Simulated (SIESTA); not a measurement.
Runs of SIESTA 5.4.2 on Hf. The cell holds a slab with vacuum, 5 atoms: a = 3.197 Å, b = 3.197 Å, c = 25.116 Å, α = 90.00°, β = 90.00°, γ = 120.00°. The slab is cut from a database's or a generator's crystal, which needn't be the stable form of the element.

```tsv
level	gap on the mesh (eV)	largest force (eV/Å)	work function (eV)
vdW-DF-cx	none	0.80	4.14
vdW-DF2	none	0.80	4.12
optB88-vdW	none	0.79	4.14
PBE	none	0.76	(c)
vdW-DF-C09	none	0.85	(a)
vdW-DF	none	(b)	4.08
```

Alike in all rows: task single point; potentials or basis PseudoDojo 0.4 standard (PBE files), DZP (energy shift 0.003 Ry; two zetas on semicore shells); no spin polarisation; cell as given; k mesh 10 × 10 × 1; smearing fermi-dirac 0.05 eV; grid cutoff 800 Ry; energy shift 0.003 Ry.

Fill in the values left out.

(a) 4.15; (b) 0.77; (c) 4.07.

Caveats: the basis of atomic orbitals isn't converged, which shifts pressures, moduli and gaps; the potentials were made for another functional, which shifts forces and pressure (some runs).

A k mesh can miss the band edges, and the runs leave out spin-orbit coupling on Hf.

A gap of «none» marks a metal or a gap under the smearing width.
